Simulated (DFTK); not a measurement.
**ZrB2: equation of state with PBE**

ZrB2:

```
Zr B
1.0
     3.17000    0.00000    0.00000
    -1.58500    2.74530    0.00000
     0.00000    0.00000    3.53300
Zr B
1 2
Direct
  0.00000 0.00000 0.00000
  0.66667 0.33333 0.50000
  0.33333 0.66667 0.50000
```

```json
{
 "Program": "DFTK 0.8.2",
 "Task": "equation of state",
 "Functional": "PBE",
 "Potentials or basis": "dojo.nc.sr.pbe.v0_4_1.standard.upf (PBE)",
 "Cutoff": "1034 eV",
 "k mesh": "10 × 10 × 8",
 "Occupations": "fermi-dirac, width 0.05 eV",
 "Spin": "no spin polarisation",
 "Valence electrons": "B 3, Zr 12",
 "Volume scales": "[0.94, 0.96, 0.98, 1.0, 1.02, 1.04, 1.06]",
 "SCF tolerance on the density": "1e-06"
}
```

The equilibrium volume is 10.28 Å³/atom, the bulk modulus at fixed shape and positions is 239 GPa and the pressure derivative of the bulk modulus is 3.9.

Energy against volume, from the lowest point:
```
volume (Å³/atom)  energy (meV/atom)
           9.634              33.90
           9.839              15.29
          10.044               4.23
          10.249               0.00
          10.454               1.96
          10.659               9.55
          10.864              22.23
```

Wall time 16 min on 1 thread of Intel(R) Xeon(R) Platinum 8488C (Sapphire Rapids), on a shared host, peak memory 1.9 GiB.

Caveat: the cell was scaled at fixed shape and fractional positions, which overstates the stiffness of a crystal with free parameters, most of all of layers and chains.
